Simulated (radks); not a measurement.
# Tb⁴⁺ in [Xe] 4f7: an all-electron calculation

Wanted: eigenvalues, radial structure and energy terms of the terbium ion Tb4+.

The numbers are computed with radks (a radial shooting solver on a logarithmic mesh, Libxc functionals) version 1 (scalar-relativistic Kohn-Sham, PBEsol, spin-polarised, spherical densities, finite nucleus; open shells are filled with parallel spins first), except any that are marked as measured or tabulated.

**1. What is computed**

| Quantity | Value |
| --- | --- |
| element | terbium (Z = 65) |
| charge | +4 |
| electrons | 61 |
| configuration | [Xe] 4f7 |
| nuclear rms radius | 5.06 fm |

The outer shells:

Tb⁴⁺
```
[Xe] core
4f [↑ ][↑ ][↑ ][↑ ][↑ ][↑ ][↑ ]
```

**2. The calculation**

Input:

```text
Z 65
configuration [Xe] 4f7 6s0 5d0
relativity scalar-relativistic
functional pbe_sol,pbe_sol
spin polarised
nucleus finite rms 5.06 fm
c 137.035999084
```

Command:

```
$ python run_ks.py task.json out
```

All runs below come from this command, one after another.

What does the calculation give?

As calculated:

| quantity | value |
| --- | --- |
| total energy | -11701.2668 hartree |
| exchange-correlation share of it | 2.14 % |
| −T/E | 1.0761 |
| highest occupied level | 4f up, -56.589 eV |
| most extended occupied level | 5p down, <r> = 1.46 bohr |
| radius at density 0.001 e/bohr³ | 3.06 bohr |
| maxima of the radial density | 4 |
| ionisation energy, NIST | 66.5 (semi-emp.) eV |

**Reading.** The radial density shows 4 maxima for 5 occupied principal shells; where shells overlap, one shows as a shoulder or not at all. −T/E is 1.076: with relativity the kinetic term as defined here no longer equals −E. Minus the highest eigenvalue, 56.589 eV, is 85 % of the tabulated ionisation energy (66.5 eV); the potential of a semilocal functional falls off too fast, so its top eigenvalue is too shallow. Open shells are spherical and high-spin; term and fine-structure splittings are not resolved. Spin-orbit splitting is averaged out at the scalar-relativistic level.
